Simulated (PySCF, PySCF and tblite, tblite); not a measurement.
# C₇H₅N₂O−: a path driven as rotation about a bond, and NMR exchange, part 2 of 2

PySCF and tblite. Atoms count from 0.

### 9 Barriers, rates and exchange

The job: settings as JSON, then the geometry in Å.

```
{"job": {"smiles": "c1coc(-c2ccn[n-]2)c1", "charge": -1, "mult": 1, "motion": "rotation", "what": "biaryl", "atoms": [3, 4], "drives": [{"terms": [["t", [2, 3, 4, 5], 0.25], ["t", [2, 3, 4, 8], 0.25], ["t", [9, 3, 4, 5], 0.25], ["t", [9, 3, 4, 8], 0.25]], "by": 180, "n": 12}], "study": "path", "level": {"kind": "nmr", "xc": "revPBE", "basis": "pcSseg-1"}, "fields": [200, 250, 700], "first": 1, "seed": 275, "kind": "path"}, "charge": -1, "multiplicity": 1}
C      2.728619     0.142791     0.023468
C      2.210560     0.848653     1.064252
O      0.857631     0.781417     1.056665
C      0.496838     0.016773    -0.010282
C     -0.882158    -0.233541    -0.278039
C     -2.013674     0.212710     0.431486
C     -3.063062    -0.336001    -0.282081
N     -2.601253    -1.046675    -1.325139
N     -1.281900    -0.988658    -1.328344
C      1.629243    -0.398734    -0.676379
H      3.771125     0.026295    -0.211421
H      2.666636     1.420706     1.850545
H     -2.040171     0.830840     1.313625
H     -4.125741    -0.255612    -0.097665
H      1.642893    -1.012973    -1.552604
```

Log:

```text
stationary points (kcal/mol above the start)
  n  kind          group   xTB      DFT    lowest mode
  0  minimum      Cs       0.00     0.00      69.0
  1  saddle       C1       6.03     7.61     -74.1
  2  minimum      Cs       1.20     2.77      57.8

GFN2-xTB energies: T/K, barrier G, reaction G (kcal/mol), k forward, k back (1/s)
 150.00     6.08     1.21   8.63e+03   4.95e+05
 200.00     6.18     1.21   1.49e+06   3.11e+07
 250.00     6.29     1.21   3.32e+07    3.8e+08
 298.15     6.41     1.21   2.49e+08   1.93e+09
 350.00     6.55     1.22   1.18e+09    6.8e+09
 400.00     6.70     1.22   3.64e+09   1.69e+10
 500.00     7.02     1.23   1.77e+10   6.11e+10

revPBE/pcSseg-1 + D3(BJ) energies: T/K, barrier G, reaction G (kcal/mol), k forward, k back (1/s)
 150.00     7.67     2.78       42.2   4.74e+05
 200.00     7.76     2.78   2.75e+04   3.01e+07
 250.00     7.87     2.78   1.36e+06    3.7e+08
 298.15     7.99     2.79   1.72e+07   1.89e+09
 350.00     8.14     2.79   1.21e+08   6.67e+09
 400.00     8.29     2.79   4.95e+08   1.66e+10
 500.00     8.61     2.80    3.6e+09   6.03e+10
```

Wall time 2.4 min (1 thread of Arm Neoverse V1, shared host); peak memory 0.71 GiB. This counts the whole study up to here.

Barriers by level (kcal/mol; entropies in cal/(mol K)). Zero-point and thermal terms come from xTB in every row. ΔG‡ leaves symmetry out; the rate counts equivalent paths (a factor of 2); effective ΔG‡, where given, is the barrier that would give that rate by Eyring's equation alone:

| level | ΔE‡ | with zero-point | ΔH‡ | ΔS‡ | ΔG‡ (298 K) | ΔE of reaction | k at 298 K (1/s) | effective ΔG‡ |
| --- | --- | --- | --- | --- | --- | --- | --- | --- |
| GFN2-xTB | 6.03 | 5.93 | 5.44 | -3.3 | 6.41 | 1.20 | 2.5e+08 | 6.00 |
| revPBE/pcSseg-1 + D3(BJ) | 7.61 | 7.52 | 7.02 | -3.3 | 7.99 | 2.77 | 1.7e+07 | 7.58 |

Sites that the driver pairs across this motion, and where their lines would merge (no couplings; faster rotations or exchange between molecules can average them sooner):

| nucleus | sites: shielding (ppm) | proton frequency (MHz) | spread (Hz) | coalescence (K) | lines at 298 K |
| --- | --- | --- | --- | --- | --- |
| ¹H | H14: 25.09; H14 (end): 25.90 | 700 | 563 | not given | – |
| ¹³C | C3: 19.2; C3 (end): 21.7 | 700 | 428 | not given | – |
| ¹³C | C5: 85.5; C5 (end): 83.6 | 700 | 329 | not given | – |
| ¹⁵N | N8: -102.4; N8 (end): -105.3 | 700 | 206 | not given | – |
| ¹⁷O | O2: 53.9; O2 (end): 51.8 | 700 | 200 | not given | – |
| ¹⁵N | N7: -110.5; N7 (end): -108.2 | 700 | 166 | not given | – |
| ¹³C | C0: 71.8; C0 (end): 72.7 | 700 | 150 | not given | – |
| ¹³C | C9: 88.1; C9 (end): 87.6 | 700 | 93 | not given | – |

A dash: the driver gave no coalescence for this row (it judged the minor form too scarce).

Rows that set an atom against itself at the end compare its shielding in the two forms.

Lines of quadrupolar nuclei are broad, so their coalescence could hardly be seen.

### 10 Shieldings, start: revPBE/pcSseg-1

The job: settings as JSON, then the geometry in Å.

```
{"job": {"kind": "nmr", "xc": "revPBE", "basis": "pcSseg-1", "grid": 0, "pop": false}, "charge": -1, "multiplicity": 1}
C      2.728619     0.142791     0.023468
C      2.210560     0.848653     1.064252
O      0.857631     0.781417     1.056665
C      0.496838     0.016773    -0.010282
C     -0.882158    -0.233541    -0.278039
C     -2.013674     0.212710     0.431486
C     -3.063062    -0.336001    -0.282081
N     -2.601253    -1.046675    -1.325139
N     -1.281900    -0.988658    -1.328344
C      1.629243    -0.398734    -0.676379
H      3.771125     0.026295    -0.211421
H      2.666636     1.420706     1.850545
H     -2.040171     0.830840     1.313625
H     -4.125741    -0.255612    -0.097665
H      1.642893    -1.012973    -1.552604
```

Log:

```text
final grid: 13912 points
cycle   1  E = -454.0899629128  dE =  1.797e+00  |g| = 7.100e-01  |ddm| = 4.112e+00
cycle   2  E = -453.9185782808  dE =  1.714e-01  |g| = 1.098e+00  |ddm| = 3.476e+00
cycle   3  E = -454.2111173318  dE = -2.925e-01  |g| = 2.721e-01  |ddm| = 2.500e+00
cycle   4  E = -454.2270877082  dE = -1.597e-02  |g| = 1.261e-01  |ddm| = 4.320e-01
cycle   5  E = -454.2307238628  dE = -3.636e-03  |g| = 4.452e-02  |ddm| = 1.936e-01
cycle   6  E = -454.2311217919  dE = -3.979e-04  |g| = 1.388e-02  |ddm| = 5.100e-02
cycle   7  E = -454.2311547325  dE = -3.294e-05  |g| = 7.072e-03  |ddm| = 1.754e-02
cycle   8  E = -454.2311670472  dE = -1.231e-05  |g| = 7.714e-04  |ddm| = 7.100e-03
cycle   9  E = -454.2311671257  dE = -7.850e-08  |g| = 4.990e-04  |ddm| = 1.066e-03
cycle  10  E = -454.2311671757  dE = -4.996e-08  |g| = 1.545e-04  |ddm| = 4.878e-04
cycle  11  E = -454.2311671785  dE = -2.806e-09  |g| = 1.037e-04  |ddm| = 2.692e-04
cycle  12  E = -454.2311671813  dE = -2.863e-09  |g| = 1.463e-05  |ddm| = 1.411e-04
cycle  13  E = -454.2311671813  dE =  2.103e-11  |g| = 1.581e-05  |ddm| = 2.900e-05
converged SCF energy = -454.2311671813

GIAO shielding tensors (ppm)
atom      isotropic    diamagn.    paramagn.     s11        s22        s33       span
  0 C       72.134     256.415    -184.281    -12.915     74.995    154.322    167.237
  1 C       54.862     248.340    -193.478    -12.578     77.404     99.760    112.338
  2 O       54.847     396.960    -342.113    -71.636      4.181    231.997    303.633
  3 C       19.696     250.750    -231.054    -45.610     20.100     84.597    130.208
  4 C       43.398     243.885    -200.486    -24.983     38.976    116.202    141.185
  5 C       85.831     250.332    -164.500      8.563     90.339    158.592    150.029
  6 C       51.750     251.298    -199.547    -34.858     74.947    115.162    150.021
  7 N     -110.615     332.211    -442.826   -364.629   -138.320    171.105    535.734
  8 N     -102.488     330.084    -432.572   -349.062   -127.146    168.744    517.806
  9 C       88.489     249.657    -161.168     24.960     83.521    156.986    132.026
 10 H       25.718      31.773      -6.055     24.752     26.011     26.391      1.639
 11 H       24.902      30.875      -5.973     22.603     25.701     26.402      3.799
 12 H       25.447      33.526      -8.079     23.678     24.907     27.756      4.079
 13 H       24.555      31.093      -6.538     23.216     24.093     26.356      3.140
 14 H       25.039      34.333      -9.294     21.273     26.184     27.659      6.386
```

It took 25 s on 1 thread of Arm Neoverse V1, shared host; peak memory 0.72 GiB.

This run: HOMO 0.05 eV, LUMO 3.22 eV.

The input is unsound on purpose (integration grid far too coarse), so these values are not to be used.

### 11 Single-point energy, saddle of leg 1: revPBE/pcSseg-1

The job: settings as JSON, then the geometry in Å.

```
{"job": {"kind": "sp", "xc": "revPBE", "basis": "pcSseg-1", "grid": 0, "pop": false}, "charge": -1, "multiplicity": 1}
C      2.673426     0.423551    -0.054280
C      2.332488     0.312701     1.257008
O      1.028621    -0.000880     1.383266
C      0.507835    -0.100030     0.132918
C     -0.898214    -0.415347    -0.056081
C     -1.955180     0.492845    -0.183721
C     -3.055306    -0.336416    -0.371562
N     -2.679549    -1.616055    -0.358365
N     -1.366333    -1.673140    -0.166315
C      1.492526     0.157288    -0.785590
H      3.643512     0.664793    -0.448245
H      2.900523     0.428181     2.161484
H     -1.912915     1.570744    -0.143545
H     -4.091430    -0.059620    -0.515291
H      1.379994     0.151385    -1.851680
```

Log:

```text
final grid: 13912 points
cycle   1  E = -454.0770212834  dE =  1.811e+00  |g| = 7.149e-01  |ddm| = 4.043e+00
cycle   2  E = -453.9135899652  dE =  1.634e-01  |g| = 1.106e+00  |ddm| = 2.907e+00
cycle   3  E = -454.2053488585  dE = -2.918e-01  |g| = 2.445e-01  |ddm| = 2.007e+00
cycle   4  E = -454.2165834380  dE = -1.123e-02  |g| = 1.131e-01  |ddm| = 3.341e-01
cycle   5  E = -454.2192816855  dE = -2.698e-03  |g| = 4.270e-02  |ddm| = 1.568e-01
cycle   6  E = -454.2196790454  dE = -3.974e-04  |g| = 1.284e-02  |ddm| = 4.865e-02
cycle   7  E = -454.2197047860  dE = -2.574e-05  |g| = 6.664e-03  |ddm| = 1.574e-02
cycle   8  E = -454.2197157643  dE = -1.098e-05  |g| = 1.285e-03  |ddm| = 7.514e-03
cycle   9  E = -454.2197161020  dE = -3.377e-07  |g| = 5.778e-04  |ddm| = 1.824e-03
cycle  10  E = -454.2197161708  dE = -6.876e-08  |g| = 2.203e-04  |ddm| = 6.990e-04
cycle  11  E = -454.2197161800  dE = -9.189e-09  |g| = 7.095e-05  |ddm| = 2.710e-04
cycle  12  E = -454.2197161812  dE = -1.210e-09  |g| = 1.752e-05  |ddm| = 1.061e-04
cycle  13  E = -454.2197161812  dE = -3.172e-11  |g| = 1.240e-05  |ddm| = 2.288e-05
converged SCF energy = -454.2197161812
```

It took 17 s on 1 thread of Arm Neoverse V1, shared host; peak memory 0.41 GiB.

In short: HOMO 0.27 eV, LUMO 3.19 eV.

The input is unsound on purpose (integration grid far too coarse), so these values are not to be used.

### 12 Shieldings, end: revPBE/pcSseg-1

The job: settings as JSON, then the geometry in Å.

```
{"job": {"kind": "nmr", "xc": "revPBE", "basis": "pcSseg-1", "grid": 0, "pop": false}, "charge": -1, "multiplicity": 1}
C      2.584172     0.657408     0.027347
C      2.498523    -0.209305     1.072243
O      1.232433    -0.658454     1.215154
C      0.480773    -0.076480     0.249409
C     -0.917164    -0.350017     0.131968
C     -1.808363     0.189068    -0.819002
C     -3.012886    -0.400640    -0.485184
N     -2.857831    -1.219004     0.569647
N     -1.593088    -1.191460     0.946096
C      1.283296     0.750033    -0.512029
H      3.467309     1.166092    -0.314510
H      3.230282    -0.576660     1.766925
H     -1.594927     0.889703    -1.609552
H     -3.981555    -0.277656    -0.950227
H      0.974842     1.344930    -1.348865
```

Log:

```text
final grid: 13912 points
cycle   1  E = -454.0835907391  dE =  1.811e+00  |g| = 7.160e-01  |ddm| = 4.129e+00
cycle   2  E = -453.9144060845  dE =  1.692e-01  |g| = 1.112e+00  |ddm| = 2.811e+00
cycle   3  E = -454.2109675820  dE = -2.966e-01  |g| = 2.529e-01  |ddm| = 1.960e+00
cycle   4  E = -454.2236079766  dE = -1.264e-02  |g| = 1.178e-01  |ddm| = 3.497e-01
cycle   5  E = -454.2268138653  dE = -3.206e-03  |g| = 4.082e-02  |ddm| = 1.657e-01
cycle   6  E = -454.2271771155  dE = -3.633e-04  |g| = 1.380e-02  |ddm| = 5.304e-02
cycle   7  E = -454.2272121671  dE = -3.505e-05  |g| = 7.511e-03  |ddm| = 1.871e-02
cycle   8  E = -454.2272256152  dE = -1.345e-05  |g| = 9.740e-04  |ddm| = 7.474e-03
cycle   9  E = -454.2272257369  dE = -1.217e-07  |g| = 6.259e-04  |ddm| = 1.408e-03
cycle  10  E = -454.2272258238  dE = -8.695e-08  |g| = 1.604e-04  |ddm| = 6.419e-04
cycle  11  E = -454.2272258279  dE = -4.075e-09  |g| = 9.209e-05  |ddm| = 2.558e-04
cycle  12  E = -454.2272258300  dE = -2.065e-09  |g| = 2.477e-05  |ddm| = 1.323e-04
cycle  13  E = -454.2272258300  dE =  1.080e-11  |g| = 2.544e-05  |ddm| = 4.367e-05
converged SCF energy = -454.2272258300

GIAO shielding tensors (ppm)
atom      isotropic    diamagn.    paramagn.     s11        s22        s33       span
  0 C       72.957     255.284    -182.327    -12.225     75.977    155.120    167.344
  1 C       54.431     248.558    -194.126    -10.546     74.353     99.487    110.034
  2 O       52.737     393.842    -341.105    -83.418     -5.121    246.750    330.168
  3 C       22.129     250.000    -227.871    -40.187     19.079     87.494    127.681
  4 C       43.124     246.336    -203.211    -25.734     42.207    112.900    138.633
  5 C       84.076     251.319    -167.242      7.976     91.654    152.600    144.624
  6 C       51.635     250.980    -199.345    -36.533     74.962    116.474    153.007
  7 N     -108.222     332.545    -440.767   -356.617   -137.525    169.477    526.093
  8 N     -105.435     327.141    -432.576   -367.771   -130.040    181.506    549.277
  9 C       87.949     251.416    -163.467     27.440     87.346    149.060    121.620
 10 H       25.730      31.810      -6.080     24.800     26.043     26.346      1.546
 11 H       24.940      30.385      -5.445     22.507     25.747     26.566      4.059
 12 H       25.516      34.414      -8.898     24.012     24.617     27.919      3.907
 13 H       24.557      31.183      -6.626     23.310     24.032     26.330      3.020
 14 H       25.845      35.333      -9.488     22.231     26.507     28.797      6.566
```

It took 24 s on 1 thread of Arm Neoverse V1, shared host; peak memory 0.69 GiB.

Key values: HOMO 0.14 eV, LUMO 3.24 eV.

The input is unsound on purpose (integration grid far too coarse), so these values are not to be used.

### 13 Second level: revPBE/pcSseg-1 + D3(BJ)

The job: settings as JSON, then the geometry in Å.

```
{"job": {"smiles": "c1coc(-c2ccn[n-]2)c1", "charge": -1, "mult": 1, "motion": "rotation", "what": "biaryl", "atoms": [3, 4], "drives": [{"terms": [["t", [2, 3, 4, 5], 0.25], ["t", [2, 3, 4, 8], 0.25], ["t", [9, 3, 4, 5], 0.25], ["t", [9, 3, 4, 8], 0.25]], "by": 180, "n": 12}], "study": "path", "level": {"kind": "nmr", "xc": "revPBE", "basis": "pcSseg-1", "bad": "integration grid far too coarse", "grid": 0}, "fields": [200, 250, 700], "first": 1, "seed": 275, "kind": "pathvar"}, "charge": -1, "multiplicity": 1}
C      2.728619     0.142791     0.023468
C      2.210560     0.848653     1.064252
O      0.857631     0.781417     1.056665
C      0.496838     0.016773    -0.010282
C     -0.882158    -0.233541    -0.278039
C     -2.013674     0.212710     0.431486
C     -3.063062    -0.336001    -0.282081
N     -2.601253    -1.046675    -1.325139
N     -1.281900    -0.988658    -1.328344
C      1.629243    -0.398734    -0.676379
H      3.771125     0.026295    -0.211421
H      2.666636     1.420706     1.850545
H     -2.040171     0.830840     1.313625
H     -4.125741    -0.255612    -0.097665
H      1.642893    -1.012973    -1.552604
```

Log:

```text
stationary points (kcal/mol above the start)
  n  kind          group   xTB      DFT    lowest mode
  0  minimum      Cs       0.00     0.00      69.0
  1  saddle       C1       6.03     7.48     -74.1
  2  minimum      Cs       1.20     2.37      57.8

GFN2-xTB energies: T/K, barrier G, reaction G (kcal/mol), k forward, k back (1/s)
 150.00     6.08     1.21   8.63e+03   4.95e+05
 200.00     6.18     1.21   1.49e+06   3.11e+07
 250.00     6.29     1.21   3.32e+07    3.8e+08
 298.15     6.41     1.21   2.49e+08   1.93e+09
 350.00     6.55     1.22   1.18e+09    6.8e+09
 400.00     6.70     1.22   3.64e+09   1.69e+10
 500.00     7.02     1.23   1.77e+10   6.11e+10

revPBE/pcSseg-1 + D3(BJ) energies: T/K, barrier G, reaction G (kcal/mol), k forward, k back (1/s)
 150.00     7.54     2.38       65.5   1.93e+05
 200.00     7.63     2.38   3.82e+04   1.54e+07
 250.00     7.74     2.38   1.78e+06   2.16e+08
 298.15     7.86     2.39   2.14e+07    1.2e+09
 350.00     8.01     2.39   1.46e+08   4.54e+09
 400.00     8.15     2.39   5.84e+08   1.19e+10
 500.00     8.48     2.40    4.1e+09    4.6e+10
```

It took 3.5 min on 1 thread of Arm Neoverse V1, shared host; peak memory 0.72 GiB. This counts the runs that the step sums up.

This level is unsound on purpose: integration grid far too coarse. Its values are not to be used.

Barriers by level (kcal/mol; entropies in cal/(mol K)). Zero-point and thermal terms come from xTB in every row. ΔG‡ leaves symmetry out; the rate counts equivalent paths (a factor of 2); effective ΔG‡, where given, is the barrier that would give that rate by Eyring's equation alone:

| level | ΔE‡ | with zero-point | ΔH‡ | ΔS‡ | ΔG‡ (298 K) | ΔE of reaction | k at 298 K (1/s) | effective ΔG‡ |
| --- | --- | --- | --- | --- | --- | --- | --- | --- |
| GFN2-xTB | 6.03 | 5.93 | 5.44 | -3.3 | 6.41 | 1.20 | 2.5e+08 | 6.00 |
| revPBE/pcSseg-1 + D3(BJ) | 7.48 | 7.38 | 6.89 | -3.3 | 7.86 | 2.37 | 2.1e+07 | 7.45 |

### 14 Outcome

This closing draws on all 2 parts.

```
                          quantity                             value
barrier (revPBE/pcSseg-1 + D3(BJ))  ΔE‡ 7.6, ΔG‡(298 K) 8.0 kcal/mol
                barrier (GFN2-xTB)                  ΔE‡ 6.0 kcal/mol
                     rate at 298 K                       1.7e+07 s⁻¹
                   end of the path       2.8 kcal/mol from the start
```

**Reading.** The barrier is 7.6 kcal/mol at the DFT level (xTB: 6.0); with thermal terms and the count of paths the DFT value gives a rate of 1.7e+07 s⁻¹ at 298 K. An error of 1.4 kcal/mol changes that rate tenfold.
